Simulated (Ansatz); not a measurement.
# H8N2O2Si2: one species, many methods

Aim: compute H8N2O2Si2 with functionals from several rungs and with coupled cluster, and see how far each lands from CCSD(T) at the basis-set limit for the atomisation energy.

Computed with Ansatz 0.2.0, Gaussian basis. Level: functionals in def2-TZVPP, the program's frozen cores in correlated methods.

The runs, in order: PBE-D4, r2SCAN-D4, PBE0-D4, B3LYP-D4, ωB97X-V, ωB97M-V, B2PLYP; CCSD(T)/def2-TZVPP; MP2/def2-QZVPP; extrapolation to the limit.

## (1) The geometry

The geometry comes from an earlier relaxation with PBE0-D4 in a triple-zeta def2 set; it is a stationary point, not always the lowest conformer.

14 atoms, charge 0, spin multiplicity 1.

Atoms are counted from 1 here; the program's logs count them from 0.

Bond lengths: N1–Si2 1.738 Å, N1–H7 1.009 Å, N1–H8 1.010 Å, Si2–Si3 2.340 Å, Si2–H9 1.490 Å, Si2–H10 1.499 Å, Si3–N4 1.712 Å, Si3–O5 1.649 Å, Si3–O6 1.644 Å, N4–H11 1.009 Å, N4–H12 1.010 Å, O5–H13 0.960 Å, O6–H14 0.959 Å. Angles: Si2–N1–H7 119.3°, Si2–N1–H8 116.8°, H7–N1–H8 110.0°, N1–Si2–Si3 103.1°, N1–Si2–H9 106.8°, N1–Si2–H10 115.3°, Si3–Si2–H9 112.5°, Si3–Si2–H10 112.9°, H9–Si2–H10 106.2°, Si2–Si3–N4 106.4°, Si2–Si3–O5 108.1°, Si2–Si3–O6 115.8°, N4–Si3–O5 109.4°, N4–Si3–O6 111.2°, O5–Si3–O6 105.8°, Si3–N4–H11 119.1°, Si3–N4–H12 118.8°, H11–N4–H12 110.5° and more.

As a file:

```mol
H8N2O2Si2
  3D, bonds by distance, orders not assigned

 14 13  0  0  0  0  0  0  0  0999 V2000
   -2.2104   -0.0354   -0.1629 N   0  0
   -1.0078    0.2974    1.0462 Si  0  0
    0.9972   -0.2341   -0.0378 Si  0  0
    1.2134    0.9434   -1.2610 N   0  0
    0.8258   -1.7205   -0.7309 O   0  0
    2.3244   -0.3408    0.9264 O   0  0
   -3.1825   -0.0690    0.1042 H   0  0
   -2.1122    0.4422   -1.0469 H   0  0
   -1.2924   -0.6062    2.1966 H   0  0
   -1.0208    1.6917    1.5963 H   0  0
    1.2394    1.9183   -1.0039 H   0  0
    1.8699    0.7570   -2.0057 H   0  0
   -0.0522   -1.9056   -1.0730 H   0  0
    2.4083   -1.1383    1.4526 H   0  0
  1  2  8  0
  2  3  8  0
  3  4  8  0
  3  5  8  0
  3  6  8  0
  1  7  8  0
  1  8  8  0
  2  9  8  0
  2 10  8  0
  4 11  8  0
  4 12  8  0
  5 13  8  0
  6 14  8  0
M  END
```

## (2) PBE-D4 (GGA)

in.yaml

```yaml
crystal:
  periodic: [false, false, false]
  atoms:
    - {symbol: N, position_ang: [-2.210408, -0.035439, -0.162930]}
    - {symbol: Si, position_ang: [-1.007833, 0.297409, 1.046207]}
    - {symbol: Si, position_ang: [0.997152, -0.234083, -0.037779]}
    - {symbol: N, position_ang: [1.213363, 0.943438, -1.261045]}
    - {symbol: O, position_ang: [0.825804, -1.720535, -0.730901]}
    - {symbol: O, position_ang: [2.324449, -0.340832, 0.926351]}
    - {symbol: H, position_ang: [-3.182522, -0.069024, 0.104198]}
    - {symbol: H, position_ang: [-2.112157, 0.442153, -1.046923]}
    - {symbol: H, position_ang: [-1.292402, -0.606219, 2.196579]}
    - {symbol: H, position_ang: [-1.020830, 1.691749, 1.596258]}
    - {symbol: H, position_ang: [1.239396, 1.918340, -1.003916]}
    - {symbol: H, position_ang: [1.869872, 0.756958, -2.005703]}
    - {symbol: H, position_ang: [-0.052216, -1.905586, -1.073025]}
    - {symbol: H, position_ang: [2.408332, -1.138319, 1.452619]}
basis:
  gaussian: {orbitals: def2-TZVPP}
hamiltonian: {xc: pbe, dispersion: d4}
output: {forces: true, orbitals: {seedname: orbitals}}
```

Started as:

```
ansatz run in.yaml --threads 2 --pin off --events-out ev --progress --plain --max-ram 22528MiB --backend cuda --devices 0, --max-vram 18GiB
```

The runs that follow: r2SCAN-D4 (meta-GGA); PBE0-D4 (hybrid); B3LYP-D4 (hybrid); ωB97X-V (range-separated); ωB97M-V (range-separated); B2PLYP (double hybrid); CCSD(T) in def2-TZVPP; MP2 in def2-QZVPP.

Q: Predict the results of all the runs planned. Wanted: atomisation energy, CCSD(T)/CBS; farthest; mean size of error, hybrid; mean size of error, range-separated; gap, smallest and largest; T1 diagnostic; triples share of the correlation energy.

As calculated:

| quantity | value |
| --- | --- |
| atomisation energy, CCSD(T)/CBS | 1212.6 kcal/mol |
| functionals within 6.1 kcal/mol (0.5 %) | B3LYP-D4, ωB97X-V, ωB97M-V |
| farthest | B2PLYP (-20.1 kcal/mol) |
| mean size of error, hybrid | 11.0 kcal/mol |
| mean size of error, range-separated | 0.8 kcal/mol |
| gap, smallest and largest | 5.04 eV (PBE-D4), 11.47 eV (ωB97X-V) |
| T1 diagnostic | 0.0117 |
| triples share of the correlation energy | 3.6 % |

In words: PBE-D4 is off by +8.6 kcal/mol. Double hybrids carry the basis error of their MP2 part in triple zeta, and no dispersion term here, so their miss is partly the set-up's. Misses under about 6.1 kcal/mol are within the doubt on the reference itself, which lacks core-valence correlation, relativity and higher excitations. Hartree-Fock recovers 69 % of the binding; the rest is correlation. The gap grows from 5.0 to 11.5 eV across the functionals, mostly with the share of exact exchange.
